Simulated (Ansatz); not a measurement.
**CH₅BrClOSi₂ (doublet): relaxing a cheap start**

Aim: relax a generated start of CH₅BrClOSi₂ (doublet) and see which bonds hold.

Computed with Ansatz 0.2.0, Gaussian basis. Level: UKS PBE0/def2-SVP.

34 further runs of the same task are left out: 3 that didn't finish, 31 set aside as unsound or not needed.

## 1. Starting geometry

11 atoms, charge 0, spin multiplicity 2.

Atoms are counted from 1 here; the program's logs count them from 0.

Bond lengths: C1–O2 1.415 Å, C1–H7 1.070 Å, C1–H8 1.058 Å, C1–H9 1.175 Å, O2–Si3 1.652 Å, Si3–Si4 2.372 Å, Si3–Cl5 2.070 Å, Si3–Br6 2.211 Å, Si4–H10 1.439 Å, Si4–H11 1.505 Å. Angles: O2–C1–H7 107.8°, O2–C1–H8 112.7°, O2–C1–H9 108.8°, H7–C1–H8 112.6°, H7–C1–H9 106.5°, H8–C1–H9 108.1°, C1–O2–Si3 120.8°, O2–Si3–Si4 112.2°, O2–Si3–Cl5 106.2°, O2–Si3–Br6 111.3°, Si4–Si3–Cl5 107.4°, Si4–Si3–Br6 110.7°, Cl5–Si3–Br6 108.8°, Si3–Si4–H10 110.2°, Si3–Si4–H11 106.9°, H10–Si4–H11 108.6°.

The start is a generated structure. Sticks and bond lists go by distance. No spin-orbit coupling is included. 

## 2. The run

in.yaml reads:

```yaml
crystal:
  periodic: [false, false, false]
  atoms:
    - {symbol: C, position_ang: [-1.465400, -1.533300, 0.947500]}
    - {symbol: O, position_ang: [-0.673000, -0.926500, -0.055500]}
    - {symbol: Si, position_ang: [0.161100, 0.466000, 0.252900]}
    - {symbol: Si, position_ang: [1.590500, 1.072100, -1.540400]}
    - {symbol: Cl, position_ang: [1.361400, 0.067400, 1.892100]}
    - {symbol: Br, position_ang: [-1.208100, 2.126800, 0.758500]}
    - {symbol: H, position_ang: [-1.965900, -2.370800, 0.507800]}
    - {symbol: H, position_ang: [-0.906200, -1.798200, 1.805700]}
    - {symbol: H, position_ang: [-2.303400, -0.778500, 1.277000]}
    - {symbol: H, position_ang: [2.470000, -0.019500, -1.866700]}
    - {symbol: H, position_ang: [0.708300, 1.347900, -2.727900]}
basis:
  gaussian: {orbitals: def2-SVP}
magnetization: {spin_polarized: true, initial_magnetization: 1}
hamiltonian: {xc: pbe0}
relax: {f_tol: 0.01, max_steps: 150}
```

Launch:

```
> ansatz run in.yaml --threads 1 --pin off --events-out ev --progress --plain --max-ram 16896MiB --backend cuda --devices 0, --max-vram 18GiB
```

What does the calculation give? Wanted: energy gained; shift from the start; total energy; dipole moment; ⟨S²⟩.

**Answer**, as computed:

```
                  quantity            value
                     steps                9
             energy gained         0.248 eV
shift from the start (rms)          0.097 Å
              total energy  -101450.0632 eV
             dipole moment           1.23 D
                      ⟨S²⟩            0.754
```

What this shows: The bonds of the start are those of the end. C1–H9 went from 1.175 to 1.103 Å. No vibrations were run, so this is a stationary point, not a proven minimum, and this spin need not be the ground state's.
